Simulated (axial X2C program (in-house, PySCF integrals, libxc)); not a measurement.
**Linear RuNC⁺ at several levels**

An exercise on one series of results from a longer session: the logs are not shown, and one member is left open.

Computed with an in-house X2C program for linear molecules on PySCF integrals. Level: all-electron X2C, two-component (2c) or spin-free, Ru dyall-v3z, N dyall-av3z, C dyall-v3z.

All values are calculated.

2 further runs of the same task are left out: 2 set aside as unsound or not needed.

Set-up of the first run:

Contents of task.json:

```json
{
 "zs": [
  44,
  7,
  6
 ],
 "q": 1,
 "bas": [
  "dyall-v3z",
  "dyall-av3z",
  "dyall-v3z"
 ],
 "r0": [
  1.91,
  1.17
 ],
 "symm": 0,
 "scan": [
  "PBE0",
  "HF",
  "PBE"
 ],
 "levels": [
  "PBE0",
  "HF",
  "BHandHLYP"
 ],
 "nst": 2
}
```

Keys: zs atomic numbers; q charge; bas basis sets; r0 starting distance in Å; symm equal bonds; scan levels of the two-bond scan (MP2 follows by itself at each HF point); levels methods; nst determinants followed.

Command:

```
$ python solin.py task.json out
```

Masses Ru 101.904, N 14.003, C 12.000 u.

Steps of the session up to this table: Scan at PBE0, 2c; Scan at HF, 2c; Scan at PBE, 2c.

One of the session's tables, all rows but one given; the rest of the session is left out.

```
          level  r(Ru–N) (Å)  r(N–C) (Å)  lower stretch (cm⁻¹)  upper stretch (cm⁻¹)
       PBE0, 2c        1.874       1.200                 535.0                1952.8
         HF, 2c            ?           ?                     ?                     ?
        PBE, 2c        1.877       1.217                 504.0                1810.5
        MP2, 2c        1.898       1.205                 528.9                1969.2
PBE0, spin-free        1.875       1.200                 535.3                1951.8
  HF, spin-free        1.956       1.168                 517.3                2149.3
 PBE, spin-free        1.877       1.217                 504.1                1809.4
 MP2, spin-free        1.899       1.205                 528.9                1968.2
```

Q: Estimate the row for HF, 2c from the others.

The run gave: r(Ru–N) (Å): 1.955; r(N–C) (Å): 1.168; lower stretch (cm⁻¹): 517.4; upper stretch (cm⁻¹): 2150.2. In the column «r(Ru–N) (Å)» it lies between MP2, spin-free (1.899) and HF, spin-free (1.956).

Scans not shown above were run alike.

To keep in mind: The molecule was held linear; bending was not examined, so a bent shape may lie lower. Note: functional without a current term on a determinant with orbital currents, of the molecule or an atom.
